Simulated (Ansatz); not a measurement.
# CHGe (doublet): B2PLYP over vertical spin and charge gaps, def2-QZVPP

Aim: run CHGe (doublet) with these functionals over vertical spin and charge gaps, and hold them against the top wave-function level at the same points.

Computed with Ansatz 0.2.0, Gaussian basis. Level: def2-QZVPP, all electrons in the functionals, frozen cores in the correlation of double hybrids and RPA.

Plan: B2PLYP, at charge 0, doublet; charge 0, quartet; charge 1, singlet; charge 1, triplet.

8 further runs of the same task are left out: 8 set aside as unsound or not needed. Runs told in other sessions of the task aren't counted.

## 1. The system

The geometry is a PBE0/def2-TZVP stationary point (not a proven minimum). No spin-orbit coupling is included. The filled d shell of Ge may be among the frozen orbitals whatever the setting's name suggests.

3 atoms, charge 0, spin multiplicity 2.

Atoms are counted from 1 here; the program's logs count them from 0.

Bond lengths: Ge1–C2 1.782 Å, Ge1–H3 1.541 Å. Angles: C2–Ge1–H3 180.0°.

No dispersion term is added.

The geometry shown and the zero of energy belong to the point charge 0, doublet. The yardstick, RCCSD(T), and other wave-function levels (R restricted, U unrestricted, valence and pair active spaces) come from earlier runs.

## 2. B2PLYP, charge 0, doublet

Input file in.yaml:

```yaml
crystal:
  periodic: [false, false, false]
  atoms:
    - {symbol: Ge, position_ang: [0.000000, 0.000000, 0.080265]}
    - {symbol: C, position_ang: [0.000000, 0.000000, -1.701841]}
    - {symbol: H, position_ang: [0.000000, 0.000000, 1.621576]}
basis:
  gaussian: {orbitals: "def2-QZVPP.json"}
magnetization: {spin_polarized: true, initial_magnetization: 1}
hamiltonian: {xc: {name: B2PLYP}}
correlation: {electrons: outside_noble_gas}
```

Started as:

```bash
$ ansatz run in.yaml --threads 1 --pin off --events-out ev --progress --plain --max-ram 2393MiB
```

Log:

```text
Functional definition: B2PLYP
  name "B2PLYP"
  cite "Grimme, J. Chem. Phys. 124, 034108 (2006) doi:10.1063/1.2148954"
  cite "Becke, Phys. Rev. A 38, 3098 (1988) doi:10.1103/PhysRevA.38.3098"
  cite "Lee, Yang & Parr, Phys. Rev. B 37, 785 (1988) doi:10.1103/PhysRevB.37.785"
  parameter a = 0.53
  parameter c = 0.27
  exchange = (1 - a)*b88_x + a*exact_x
  correlation = (1 - c)*lyp_c + c*(mp2_os + mp2_ss)
1137 factors; integrals over basis functions are off by at most 1.2e-3 eV
mean field evaluation 1: about -57547.3083 eV, gradient 3.0e1 eV
mean field evaluation 2: about -57547.3368 eV, gradient 3.0e1 eV
mean field evaluation 4: about -57551.9932 eV, gradient 4.6e0 eV
mean field evaluation 8: about -57552.1218 eV, gradient 2.2e-1 eV
mean field evaluation 16: about -57552.1264 eV, gradient 9.9e-2 eV
mean field evaluation 32: about -57552.0697 eV, gradient 4.3e-1 eV
mean field evaluation 64: about -57552.1367 eV, gradient 2.6e-6 eV
mean field -57552.13669641 eV, -2115.0020133536 hartree, gradient 2.6e-6 eV, S^2 0.871770; 6 other end points of the search recorded, 0 dependent functions left out
15 core orbitals not correlated: weight in the atoms' cores, before any rotation towards them, 0.998 or more for the frozen orbitals, at most 0.002 for the correlated occupied ones
reference -57552.13681950 eV, -2115.0020178771 hartree; 5, 4 occupied and 156, 157 virtual orbitals, 1137 factors
second order -9.06856006 eV of doubles, -0.00000000 eV of singles
Total energy: -57554.58533071 eV, -2115.0919990046 hartree
```

Run time: 32 s. Hardware: 1 thread of Arm Neoverse V2, shared host; peak memory 0.42 GiB.

From the report: ⟨S²⟩ of the determinant 0.872 (pure doublet: 0.75).

## 3. B2PLYP, charge 0, quartet

Edit in.yaml of step 2 so:

```diff
@@ -8,3 +8,3 @@
   gaussian: {orbitals: "def2-QZVPP.json"}
-magnetization: {spin_polarized: true, initial_magnetization: 1}
+magnetization: {spin_polarized: true, initial_magnetization: 3}
 hamiltonian: {xc: {name: B2PLYP}}
```

The command is unchanged.

Log, shortened:

```text
Functional definition: B2PLYP
  name "B2PLYP"
  cite "Grimme, J. Chem. Phys. 124, 034108 (2006) doi:10.1063/1.2148954"
  cite "Becke, Phys. Rev. A 38, 3098 (1988) doi:10.1103/PhysRevA.38.3098"
  cite "Lee, Yang & Parr, Phys. Rev. B 37, 785 (1988) doi:10.1103/PhysRevB.37.785"
[...]
1137 factors; integrals over basis functions are off by at most 1.2e-3 eV
[...]
mean field -57550.38880574 eV, -2114.9377795564 hartree, gradient 8.0e-7 eV, S^2 3.770315; 7 other end points of the search recorded, 0 dependent functions left out
15 core orbitals not correlated: weight in the atoms' cores, before any rotation towards them, 0.997 or more for the frozen orbitals, at most 0.002 for the correlated occupied ones
reference -57550.38893125 eV, -2114.9377841687 hartree; 6, 3 occupied and 155, 158 virtual orbitals, 1137 factors
second order -6.89172093 eV of doubles, -0.00000000 eV of singles
Total energy: -57552.24969590 eV, -2115.0061660084 hartree
```

Wall time 44 s (1 thread of Arm Neoverse V2, shared host); peak memory 0.45 GiB.

From the report: ⟨S²⟩ of the determinant 3.770 (pure quartet: 3.75).

From charge 0, doublet: +2.336 eV.

## 4. B2PLYP, charge 1, singlet

Edit in.yaml of step 3 so:

```diff
@@ -8,3 +8,4 @@
   gaussian: {orbitals: "def2-QZVPP.json"}
-magnetization: {spin_polarized: true, initial_magnetization: 3}
+total_charge: 1
+magnetization: {spin_polarized: true, initial_magnetization: 0}
 hamiltonian: {xc: {name: B2PLYP}}
```

Launched as before.

Log, shortened:

```text
Functional definition: B2PLYP
  name "B2PLYP"
  cite "Grimme, J. Chem. Phys. 124, 034108 (2006) doi:10.1063/1.2148954"
  cite "Becke, Phys. Rev. A 38, 3098 (1988) doi:10.1103/PhysRevA.38.3098"
  cite "Lee, Yang & Parr, Phys. Rev. B 37, 785 (1988) doi:10.1103/PhysRevB.37.785"
[...]
1137 factors; integrals over basis functions are off by at most 1.2e-3 eV
[...]
mean field -57543.55622271 eV, -2114.6866867615 hartree, gradient 2.3e-6 eV, S^2 1.006511; 10 other end points of the search recorded, 0 dependent functions left out
15 core orbitals not correlated: weight in the atoms' cores, before any rotation towards them, 0.997 or more for the frozen orbitals, at most 0.002 for the correlated occupied ones
reference -57543.55635273 eV, -2114.6866915394 hartree; 4, 4 occupied and 157, 157 virtual orbitals, 1137 factors
second order -7.01519952 eV of doubles, -0.00000000 eV of singles
Total energy: -57545.45045660 eV, -2114.7562985727 hartree
```

Run time: 52 s. Hardware: 1 thread of Arm Neoverse V2, shared host; peak memory 0.44 GiB.

From the report: ⟨S²⟩ of the determinant 1.007 (pure singlet: 0.00). The determinant of B2PLYP (⟨S²⟩ 1.01) is far from a pure spin state, so its energy mixes those of several spin states; that is harmless only where they are near-degenerate.

From charge 0, doublet: +9.135 eV.

## 5. B2PLYP, charge 1, triplet

Edit in.yaml of step 4 so:

```diff
@@ -9,3 +9,3 @@
 total_charge: 1
-magnetization: {spin_polarized: true, initial_magnetization: 0}
+magnetization: {spin_polarized: true, initial_magnetization: 2}
 hamiltonian: {xc: {name: B2PLYP}}
```

Same command.

Log, shortened:

```text
Functional definition: B2PLYP
  name "B2PLYP"
  cite "Grimme, J. Chem. Phys. 124, 034108 (2006) doi:10.1063/1.2148954"
  cite "Becke, Phys. Rev. A 38, 3098 (1988) doi:10.1103/PhysRevA.38.3098"
  cite "Lee, Yang & Parr, Phys. Rev. B 37, 785 (1988) doi:10.1103/PhysRevB.37.785"
[...]
1137 factors; integrals over basis functions are off by at most 1.2e-3 eV
[...]
mean field -57543.82524069 eV, -2114.6965729898 hartree, gradient 8.7e-6 eV, S^2 2.007115; 2 other end points of the search recorded, 0 dependent functions left out
15 core orbitals not correlated: weight in the atoms' cores, before any rotation towards them, 0.997 or more for the frozen orbitals, at most 0.002 for the correlated occupied ones
reference -57543.82537156 eV, -2114.6965777990 hartree; 5, 3 occupied and 156, 158 virtual orbitals, 1137 factors
second order -6.94533217 eV of doubles, -0.00000000 eV of singles
Total energy: -57545.70061124 eV, -2114.7654915863 hartree
```

Run time: 16 s. Hardware: 1 thread of Arm Neoverse V2, shared host; peak memory 0.4 GiB.

From the report: ⟨S²⟩ of the determinant 2.007 (pure triplet: 2.00).

From charge 0, doublet: +8.885 eV.

## 6. Against the wave-function levels

No level is safe as a reference over these points; RCCSD(T) serves as a yardstick only. It comes from earlier runs at the same points. Energies in eV, counted from charge 0, doublet; blanks weren't run or aren't comparable.

```csv
level,doublet to quartet,ionisation to the singlet cation,ionisation to the triplet cation
RCCSD(T),2.408,9.766,8.987
B2PLYP,2.336,9.135,8.885
```

Largest miss and mean time a point (RCCSD(T) took 20 min a point; shared hosts):

```
 level  largest miss (eV)                             where  time a point
B2PLYP             -0.631  ionisation to the singlet cation          36 s
```

## 7. Summary of results

```
                                  quantity                                         value
              doublet to quartet, RCCSD(T)                                      2.408 eV
ionisation to the singlet cation, RCCSD(T)                                      9.766 eV
ionisation to the triplet cation, RCCSD(T)                                      8.987 eV
                      largest miss, B2PLYP  -0.631 eV (ionisation to the singlet cation)
```

In words: B2PLYP strays by up to 0.631 eV, at ionisation to the singlet cation. B2PLYP clearly breaks the spin symmetry at some points (⟨S²⟩ up to 1.01 above the pure value), so energy there is bought with a mixed spin. Functionals and the yardstick converge differently with the basis, so part of each miss in def2-QZVPP is the basis. The yardstick itself may be off where one determinant is a poor start.
